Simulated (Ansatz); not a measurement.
Ga3Sb:

```
Sb Ga
1.0
    -2.15880    2.15880    4.76048
     2.15880   -2.15880    4.76048
     2.15880    2.15880   -4.76048
Sb Ga
1 3
Cartesian
  0.0000 0.0000 0.0000
  0.0000 0.0000 4.7605
  2.1588 0.0000 2.3802
  0.0000 2.1588 2.3802
```

The cell comes from a database or a generator and needn't be the stable form of this composition.

Base run:

- Program: Ansatz 0.2.0
- Functional: PBE
- Potentials or basis: all-electron LAPW, scalar-relativistic
- Cutoff: 177 eV
- Density cutoff: 709 eV
- Basis error allowed: 0.002 eV/atom
- k mesh: 9 × 9 × 9
- Occupations: fermi-dirac, width 0.05 eV
- Spin: no spin polarisation

Its results: pressure -0.5 GPa.

Question: The run is repeated on the same cell with these changes: functional from PBE to LDA. What comes out?

Answer: Pressure -4.8 GPa.

LDA binds more tightly than PBE, so the same cell stands under less pressure.

Not every run made on this cell is shown here.
